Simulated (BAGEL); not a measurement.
**HF/STO-3G (density fitting with qzvpp-jkfit) run of GeSiH5Cl (SMILES [SiH3][GeH2][Cl])**

Aim: the vertical singlet–triplet gap of GeSiH5Cl at HF/STO-3G (density fitting with qzvpp-jkfit), from 2 runs. 

Program for the calculation: BAGEL 1.2.2.

## (1) The system as given

GeSiH5Cl: 8 atoms, total charge 0, spin state singlet. SMILES: `[SiH3][GeH2][Cl]`. The coordinates come from a PBE0-D4/def2-TZVP relaxation.

Bond lengths: Si1–Ge2 2.380 Å, Ge2–Cl3 2.169 Å, Si1–H4 1.487 Å, Si1–H5 1.484 Å, Si1–H6 1.484 Å, Ge2–H7 1.537 Å, Ge2–H8 1.537 Å. Some angles: Si1–Ge2–Cl3 106.5°, Si1–Ge2–H7 114.0°, Si1–Ge2–H8 114.0°, Cl3–Ge2–H7 106.1°, Cl3–Ge2–H8 106.1°, Ge2–Si1–H4 109.5°, Ge2–Si1–H5 108.9°, Ge2–Si1–H6 108.9°, H7–Ge2–H8 109.6°, H4–Si1–H5 109.7°.

## (2) A single-point energy at HF/STO-3G (density fitting with qzvpp-jkfit)

job.json reads:

```json
{ "bagel": [

{
  "title": "molecule",
  "basis": "sto-3g",
  "df_basis": "qzvpp-jkfit",
  "angstrom": true,
  "geometry": [
    { "atom": "Si", "xyz": [   -0.863600,    0.827300,   -0.302500 ] },
    { "atom": "Ge", "xyz": [    0.738300,   -0.882000,    0.118400 ] },
    { "atom": "Cl", "xyz": [    1.963100,   -0.183700,    1.766200 ] },
    { "atom": "H", "xyz": [   -1.744900,    0.416200,   -1.427300 ] },
    { "atom": "H", "xyz": [   -0.149800,    2.078700,   -0.658900 ] },
    { "atom": "H", "xyz": [   -1.678500,    1.035600,    0.920200 ] },
    { "atom": "H", "xyz": [    1.703100,   -1.135200,   -1.051200 ] },
    { "atom": "H", "xyz": [    0.124600,   -2.213900,    0.579200 ] }
  ]
},
{
  "title": "hf"
},
{
  "title": "print",
  "file": "orbitals.molden",
  "orbitals": true
}

]}
```

Command:

```sh
$ BAGEL_NUM_THREADS=1 BAGEL job.json > job.out
```

Output:

```text
* using 1 threads per process

  ===============================================================
  ===============================================================

  *** Geometry ***

  { "atom" : "Si", "xyz" : [     -1.631967,      1.563370,     -0.571642 ] },
  { "atom" : "Ge", "xyz" : [      1.395185,     -1.666738,      0.223744 ] },
  { "atom" : "Cl", "xyz" : [      3.709721,     -0.347143,      3.337634 ] },
  { "atom" : "H", "xyz" : [     -3.297383,      0.786504,     -2.697206 ] },
  { "atom" : "H", "xyz" : [     -0.283081,      3.928174,     -1.245141 ] },
  { "atom" : "H", "xyz" : [     -3.171905,      1.957000,      1.738926 ] },
  { "atom" : "H", "xyz" : [      3.218393,     -2.145217,     -1.986480 ] },
  { "atom" : "H", "xyz" : [      0.235460,     -4.183665,      1.094529 ] },

  Number of auxiliary basis functions:      612

  Since a DF basis is specified, we compute 2- and 3-index integrals:
    o Being stored without compression. Storage requirement is 0.008 GB

  Number of basis functions:       41
  Number of electrons      :       68

    * METHOD: MOLECULE                             0.51

  *** RHF ***

  === Nuclear Repulsion ===
   338.3656431849

      * DIIS with orbital gradients will be used.

  === RHF iteration (sto-3g) ===
      0      -2794.89162321          0.00578150           0.09
      1      -2794.92724959          0.00111899           0.09
      2      -2794.92869210          0.00029756           0.09
      3      -2794.92881282          0.00004646           0.09
      4      -2794.92881562          0.00000978           0.09
      5      -2794.92881574          0.00000182           0.09
      6      -2794.92881575          0.00000035           0.09
      7      -2794.92881575          0.00000004           0.09
      8      -2794.92881575          0.00000001           0.09
    * SCF iteration converged.

    * Permanent dipole moment:
           (    0.897319,     0.197951,     0.999458) a.u.

    * METHOD: HF                                   1.04

    * METHOD: PRINT                                0.01

  ===============================================================
```

Run time: 1.7 s. Hardware: 1 thread of Arm Neoverse N1, shared host; peak memory 0.092 GiB.

## (3) The triplet, same level

input.json reads:

```json
{ "bagel": [

{
  "title": "molecule",
  "basis": "sto-3g",
  "df_basis": "qzvpp-jkfit",
  "angstrom": true,
  "geometry": [
    { "atom": "Si", "xyz": [   -0.863600,    0.827300,   -0.302500 ] },
    { "atom": "Ge", "xyz": [    0.738300,   -0.882000,    0.118400 ] },
    { "atom": "Cl", "xyz": [    1.963100,   -0.183700,    1.766200 ] },
    { "atom": "H", "xyz": [   -1.744900,    0.416200,   -1.427300 ] },
    { "atom": "H", "xyz": [   -0.149800,    2.078700,   -0.658900 ] },
    { "atom": "H", "xyz": [   -1.678500,    1.035600,    0.920200 ] },
    { "atom": "H", "xyz": [    1.703100,   -1.135200,   -1.051200 ] },
    { "atom": "H", "xyz": [    0.124600,   -2.213900,    0.579200 ] }
  ]
},
{
  "title": "uhf",
  "nopen": 2
},
{
  "title": "print",
  "file": "orbitals.molden",
  "orbitals": true
}

]}
```

Command:

```sh
$ BAGEL_NUM_THREADS=1 BAGEL input.json > input.out
```

Output:

```text
* using 1 threads per process

  ===============================================================
  ===============================================================

  *** Geometry ***

  { "atom" : "Si", "xyz" : [     -1.631967,      1.563370,     -0.571642 ] },
  { "atom" : "Ge", "xyz" : [      1.395185,     -1.666738,      0.223744 ] },
  { "atom" : "Cl", "xyz" : [      3.709721,     -0.347143,      3.337634 ] },
  { "atom" : "H", "xyz" : [     -3.297383,      0.786504,     -2.697206 ] },
  { "atom" : "H", "xyz" : [     -0.283081,      3.928174,     -1.245141 ] },
  { "atom" : "H", "xyz" : [     -3.171905,      1.957000,      1.738926 ] },
  { "atom" : "H", "xyz" : [      3.218393,     -2.145217,     -1.986480 ] },
  { "atom" : "H", "xyz" : [      0.235460,     -4.183665,      1.094529 ] },

  Number of auxiliary basis functions:      612

  Since a DF basis is specified, we compute 2- and 3-index integrals:
    o Being stored without compression. Storage requirement is 0.008 GB

  Number of basis functions:       41
  Number of electrons      :       68

    * METHOD: MOLECULE                             0.51

  *** Open-shell HF ***

  === Nuclear Repulsion ===
   338.3656431849

      * DIIS with orbital gradients will be used.

  === UHF iteration (sto-3g) ===
      0      -2794.50934709          0.01280168           0.18
      1      -2794.58170306          0.00413700           0.17
      2      -2794.59209563          0.00229409           0.17
      3      -2794.59902947          0.00199960           0.17
      4      -2794.60489495          0.00175978           0.17
      5      -2794.61630278          0.00080955           0.17
      6      -2794.61616634          0.00101408           0.17
      7      -2794.61802787          0.00046716           0.17
      8      -2794.61817181          0.00053411           0.17
      9      -2794.61884975          0.00025631           0.17
     10      -2794.61903129          0.00018657           0.17
     11      -2794.61907112          0.00004445           0.17
     12      -2794.61908360          0.00001986           0.17
     13      -2794.61908544          0.00000544           0.17
     14      -2794.61908600          0.00000156           0.17
     15      -2794.61908605          0.00000099           0.17
     16      -2794.61908608          0.00000042           0.17
     17      -2794.61908609          0.00000019           0.17
     18      -2794.61908609          0.00000011           0.17
     19      -2794.61908609          0.00000007           0.17
     20      -2794.61908609          0.00000003           0.17
     21      -2794.61908609          0.00000001           0.17
     22      -2794.61908609          0.00000001           0.17
    * SCF iteration converged.

    * S^2 (UHF) is 2.0048

    * Permanent dipole moment:
           (   -0.198542,    -0.241281,    -0.352098) a.u.

    * METHOD: UHF                                  4.27

    * METHOD: PRINT                                0.01

  ===============================================================
```

Wall time 5.1 s (1 thread of Arm Neoverse N1, shared host); peak memory 0.092 GiB.

## (4) What came out

At HF/STO-3G (density fitting with qzvpp-jkfit):

| quantity | value |
| --- | --- |
| singlet: total energy | -2794.92882 Eh |
| singlet: dipole moment | 3.45 D |
| singlet: HOMO energy | -8.89 eV |
| singlet: LUMO energy | 8.49 eV |
| singlet: HOMO–LUMO gap | 17.38 eV |
| triplet: total energy | -2794.61909 Eh |
| triplet: dipole moment | 1.20 D |
| triplet: ⟨S²⟩ | 2.005 |
| vertical energy of the triplet above the singlet | 8.428 eV |

**Reading.** At this shape the triplet lies 8.43 eV (194 kcal/mol) above the singlet. In a minimal basis such a difference can be off by several eV, whatever the method.
